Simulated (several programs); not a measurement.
Bi2Se3 (tetradymite), relaxed with r2SCAN+rVV10 in Ansatz, was computed with several methods. It is trigonal, R-3m (No. 166); a = 4.142 Å, c = 29.263 Å in the conventional setting, 28.99 Å³ an atom. Bi is surrounded by 6 Se at 2.85–3.07 Å; Se is surrounded by 3 Bi at 2.85 Å; Se is surrounded by 6 Bi at 3.07 Å. The values are computed, spin-unpolarised.

```cif
data_structure
_symmetry_space_group_name_H-M 'R-3m:H'
_symmetry_Int_Tables_number 166
_cell_length_a 4.1424
_cell_length_b 4.1424
_cell_length_c 29.2629
_cell_angle_alpha 90.000
_cell_angle_beta 90.000
_cell_angle_gamma 120.000
_cell_volume 434.86
loop_
_atom_site_label
_atom_site_type_symbol
_atom_site_symmetry_multiplicity
_atom_site_Wyckoff_symbol
_atom_site_fract_x
_atom_site_fract_y
_atom_site_fract_z
_atom_site_occupancy
Bi1 Bi 6 c 0.33333 0.66667 0.06601 1
Se1 Se 6 c 0.00000 0.00000 0.21412 1
Se2 Se 3 a 0.00000 0.00000 0.00000 1
```

Gaps and times are for a single point on this cell; volume and bulk modulus come from each method's own relaxation or energy curve at fixed shape, which is too stiff where a cell has free coordinates or axes. Times are rough, from shared hosts (AMD EPYC 7B13; AMD EPYC 7R13 Processor; Arm Neoverse V2), and each method has its own mesh and cell size. A double dagger marks a value from a curve with shape and coordinates held. Gaps from k meshes are read at a limited set of points (mesh, symmetry points, PBE's band edges), so each method's own least gap may be somewhat smaller. Minimal bases can be far off for gaps. Times of the plane-wave ladder aren't listed, since it ran on unlike processors and cards. Curves at held shape can't give the bulk modulus of a layered or molecular crystal, so none is listed. d marks a direct gap, i an indirect one (no mark: not told apart), a dash a value that wasn't computed or didn't pass its checks.

```json
{"method": "PBE-D3(BJ)", "kind": "semilocal", "gap (eV)": "–", "own volume (Å³/atom)": "28.20", "bulk modulus (GPa)": "–", "atoms computed": "5", "processor time": "–"}
{"method": "r2SCAN+rVV10", "kind": "semilocal", "gap (eV)": "–", "own volume (Å³/atom)": "28.99", "bulk modulus (GPa)": "–", "atoms computed": "5", "processor time": "–"}
{"method": "PBE-D4", "kind": "semilocal", "gap (eV)": "–", "own volume (Å³/atom)": "28.14", "bulk modulus (GPa)": "–", "atoms computed": "5", "processor time": "–"}
{"method": "light PBE (260 eV and a coarse mesh)", "kind": "light plane-wave", "gap (eV)": "0.39 d", "own volume (Å³/atom)": "–", "bulk modulus (GPa)": "–", "atoms computed": "5", "processor time": "2.7 s"}
{"method": "PBE", "kind": "semilocal", "gap (eV)": "0.34 d", "own volume (Å³/atom)": "–", "bulk modulus (GPa)": "–", "atoms computed": "5", "processor time": "–"}
{"method": "LDA", "kind": "semilocal", "gap (eV)": "0.22 d", "own volume (Å³/atom)": "–", "bulk modulus (GPa)": "–", "atoms computed": "5", "processor time": "–"}
{"method": "r2SCAN", "kind": "semilocal", "gap (eV)": "0.62 d", "own volume (Å³/atom)": "–", "bulk modulus (GPa)": "–", "atoms computed": "5", "processor time": "–"}
{"method": "PBE/SZV (CP2K)", "kind": "small basis", "gap (eV)": "0.15 d", "own volume (Å³/atom)": "–", "bulk modulus (GPa)": "–", "atoms computed": "5", "processor time": "82 s"}
{"method": "PBE/DZVP (CP2K)", "kind": "small basis", "gap (eV)": "0.35 d", "own volume (Å³/atom)": "30.29‡", "bulk modulus (GPa)": "–", "atoms computed": "5", "processor time": "2.1 min"}
{"method": "PBE+SOC", "kind": "semilocal", "gap (eV)": "0.20 d", "own volume (Å³/atom)": "–", "bulk modulus (GPa)": "–", "atoms computed": "5", "processor time": "–"}
{"method": "HSE06", "kind": "hybrid", "gap (eV)": "0.79 d", "own volume (Å³/atom)": "–", "bulk modulus (GPa)": "–", "atoms computed": "5", "processor time": "–"}
{"method": "PBE0", "kind": "hybrid", "gap (eV)": "1.35 d", "own volume (Å³/atom)": "–", "bulk modulus (GPa)": "–", "atoms computed": "5", "processor time": "–"}
{"method": "r2SCANh", "kind": "hybrid", "gap (eV)": "0.98 d", "own volume (Å³/atom)": "–", "bulk modulus (GPa)": "–", "atoms computed": "5", "processor time": "–"}
{"method": "DDH-PBE0", "kind": "hybrid", "gap (eV)": "0.54 d", "own volume (Å³/atom)": "–", "bulk modulus (GPa)": "–", "atoms computed": "5", "processor time": "–"}
```

Q: How far from the measured values lie the methods that can be set against them?

A:
- Volume, measured 28.3 Å³ an atom: PBE-D3(BJ) -0.3 %, r2SCAN+rVV10 +2.4 %, PBE-D4 -0.6 %.
The calculations are for a static lattice; samples hold vibrations, temperature and, in optical gaps, excitons. A measured value is shown where most reports agree with it, and only for the quantities listed. Sources: 28.3 Å³ an atom (from the lattice constants; a, hexagonal setting; “Electronic Structure and Transport Properties of Bi2Te3 and Bi2Se3 Single Crystals”; 2023; pmc:10609277).

Only the rows marked +SOC include spin-orbit coupling.
